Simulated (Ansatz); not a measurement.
# Ge: further runs on the relaxed cell

The task, for Ge: fit an equation of state.

Computed with Ansatz 0.2.0 (DFT r2SCAN, scalar-relativistic, plane waves, PAW, unless a step's input says otherwise).

### Step 1. Starting point

The structure is tetragonal, space group P4_32_12 (No. 96). The conventional cell has a = 5.949 Å, b = 5.949 Å, c = 7.089 Å, α = 90.00°, β = 90.00°, γ = 90.00°. Ge (site symmetry 2) has 4 Ge at 2.48 to 2.49 Å in its first shell of neighbours. Ge (site symmetry 1) has 4 Ge at 2.48 to 2.51 Å in its first shell of neighbours.

As a file:

```cif
data_structure
_symmetry_space_group_name_H-M 'P 1'
_symmetry_Int_Tables_number 1
_cell_length_a 5.9486
_cell_length_b 5.9486
_cell_length_c 7.0894
_cell_angle_alpha 90.000
_cell_angle_beta 90.000
_cell_angle_gamma 90.000
_cell_volume 250.86
loop_
_atom_site_label
_atom_site_type_symbol
_atom_site_fract_x
_atom_site_fract_y
_atom_site_fract_z
_atom_site_occupancy
Ge1 Ge 0.08447 0.08447 0.00000 1
Ge2 Ge 0.41553 0.58447 0.75000 1
Ge3 Ge 0.91553 0.91553 0.50000 1
Ge4 Ge 0.58447 0.41553 0.25000 1
Ge5 Ge 0.16920 0.37281 0.24428 1
Ge6 Ge 0.12719 0.66920 0.99428 1
Ge7 Ge 0.83080 0.62719 0.74428 1
Ge8 Ge 0.87281 0.33080 0.49428 1
Ge9 Ge 0.66920 0.12719 0.00572 1
Ge10 Ge 0.62719 0.83080 0.25572 1
Ge11 Ge 0.33080 0.87281 0.50572 1
Ge12 Ge 0.37281 0.16920 0.75572 1
```

This cell was relaxed beforehand with the same method: volume 20.91 Å³/atom, gap on the mesh 0.74 eV.

### Step 2. Volume × 0.97

input.yaml reads:

```yaml
crystal:
  lattice:
    - [5.8884909807, 0.0, 0.0]
    - [0.0, 5.8884909807, 0.0]
    - [0.0, 0.0, 7.0177485178]
  atoms:
    - { symbol: Ge, position: [0.0844686895, 0.0844686895, 0.0] }
    - { symbol: Ge, position: [0.4155313105, 0.5844686895, 0.75] }
    - { symbol: Ge, position: [0.9155313105, 0.9155313105, 0.5] }
    - { symbol: Ge, position: [0.5844686895, 0.4155313105, 0.25] }
    - { symbol: Ge, position: [0.1692033319, 0.3728100964, 0.2442841429] }
    - { symbol: Ge, position: [0.1271899036, 0.6692033319, -0.0057158571] }
    - { symbol: Ge, position: [0.8307966681, 0.6271899036, 0.7442841429] }
    - { symbol: Ge, position: [0.8728100964, 0.3307966681, 0.4942841429] }
    - { symbol: Ge, position: [0.6692033319, 0.1271899036, 0.0057158571] }
    - { symbol: Ge, position: [0.6271899036, 0.8307966681, 0.2557158571] }
    - { symbol: Ge, position: [0.3307966681, 0.8728100964, 0.5057158571] }
    - { symbol: Ge, position: [0.3728100964, 0.1692033319, 0.7557158571] }
basis:
  ecutwfc: 500
kpoints:
  mp_grid: { grid: [6, 6, 4] }
hamiltonian:
  xc: r2scan
scf:
  occupations: { method: gaussian, width: 0.02 }
output:
  forces: true
  stress: true
  eigenvalues: true
relax:
  adjacent_minimum: "off"
  f_tol: 0.01
  max_steps: 30
  cell: { stress_tol: 0.1, fix: [volume] }
```

Launch:

```sh
$ ansatz run input.yaml --threads 4 --pin off --max-ram 10240MiB --backend cpu --events-out ev --progress --plain --runs-dir out
```

### Step 3. Point at V/V0 = 1.03

input.yaml, as its differences from that of step 2:

```diff
@@ -2,5 +2,5 @@
   lattice:
-    - [5.8884909807, 0.0, 0.0]
-    - [0.0, 5.8884909807, 0.0]
-    - [0.0, 0.0, 7.0177485178]
+    - [6.0074824535, 0.0, 0.0]
+    - [0.0, 6.0074824535, 0.0]
+    - [0.0, 0.0, 7.1595594223]
   atoms:
```

### Step 4. Point at V/V0 = 0.94

input.yaml reads:

```yaml
crystal:
  lattice:
    - [5.8389918182, 0.0, 0.0]
    - [0.0, 5.8389918182, 0.0]
    - [0.0, 0.0, 6.9164973589]
  atoms:
    - { symbol: Ge, position: [0.086273356, 0.086273356, 0.0] }
    - { symbol: Ge, position: [0.413726644, 0.586273356, 0.75] }
    - { symbol: Ge, position: [0.913726644, 0.913726644, 0.5] }
    - { symbol: Ge, position: [0.586273356, 0.413726644, 0.25] }
    - { symbol: Ge, position: [0.1705667169, 0.372539032, 0.2485868513] }
    - { symbol: Ge, position: [0.127460968, 0.6705667169, -0.0014131487] }
    - { symbol: Ge, position: [0.8294332831, 0.627460968, 0.7485868513] }
    - { symbol: Ge, position: [0.872539032, 0.3294332831, 0.4985868513] }
    - { symbol: Ge, position: [0.6705667169, 0.127460968, 0.0014131487] }
    - { symbol: Ge, position: [0.627460968, 0.8294332831, 0.2514131487] }
    - { symbol: Ge, position: [0.3294332831, 0.872539032, 0.5014131487] }
    - { symbol: Ge, position: [0.372539032, 0.1705667169, 0.7514131487] }
basis:
  ecutwfc: 500
kpoints:
  mp_grid: { grid: [6, 6, 4] }
hamiltonian:
  xc: r2scan
scf:
  occupations: { method: gaussian, width: 0.02 }
output:
  forces: true
  stress: true
  eigenvalues: true
  write_density: true
  write_potential: true
  elf: true
  volumetric_format: npy
relax:
  adjacent_minimum: "off"
  f_tol: 0.01
  max_steps: 30
  cell: { stress_tol: 0.1, fix: [volume] }
```

### Step 5. Point at V/V0 = 1.06

input.yaml reads:

```yaml
crystal:
  lattice:
    - [6.0516140859, 0.0, 0.0]
    - [0.0, 6.0516140859, 0.0]
    - [0.0, 0.0, 7.2610179495]
  atoms:
    - { symbol: Ge, position: [0.0829074486, 0.0829074486, 0.0] }
    - { symbol: Ge, position: [0.4170925514, 0.5829074486, 0.75] }
    - { symbol: Ge, position: [0.9170925514, 0.9170925514, 0.5] }
    - { symbol: Ge, position: [0.5829074486, 0.4170925514, 0.25] }
    - { symbol: Ge, position: [0.1679773182, 0.3730267602, 0.2403032919] }
    - { symbol: Ge, position: [0.1269732398, 0.6679773182, -0.0096967081] }
    - { symbol: Ge, position: [0.8320226818, 0.6269732398, 0.7403032919] }
    - { symbol: Ge, position: [0.8730267602, 0.3320226818, 0.4903032919] }
    - { symbol: Ge, position: [0.6679773182, 0.1269732398, 0.0096967081] }
    - { symbol: Ge, position: [0.6269732398, 0.8320226818, 0.2596967081] }
    - { symbol: Ge, position: [0.3320226818, 0.8730267602, 0.5096967081] }
    - { symbol: Ge, position: [0.3730267602, 0.1679773182, 0.7596967081] }
basis:
  ecutwfc: 500
kpoints:
  mp_grid: { grid: [6, 6, 4] }
hamiltonian:
  xc: r2scan
scf:
  occupations: { method: gaussian, width: 0.02 }
output:
  forces: true
  stress: true
  eigenvalues: true
relax:
  adjacent_minimum: "off"
  f_tol: 0.01
  max_steps: 30
  cell: { stress_tol: 0.1, fix: [volume] }
```

(Steps that only read results are left out.)

Q: Predict the outcome of this session. Wanted: equilibrium volume of the fit; bulk modulus.

**Answer**, as computed:

```
                     quantity          value
equilibrium volume of the fit  20.91 Å³/atom
                 bulk modulus         61 GPa
      its pressure derivative            4.4
```

**Reading.** The fit puts the minimum at 20.91 Å³/atom with B = 61 GPa and B' = 4.4. The gap on the mesh goes from 0.95 eV at the smallest volume to 0.54 eV at the largest.
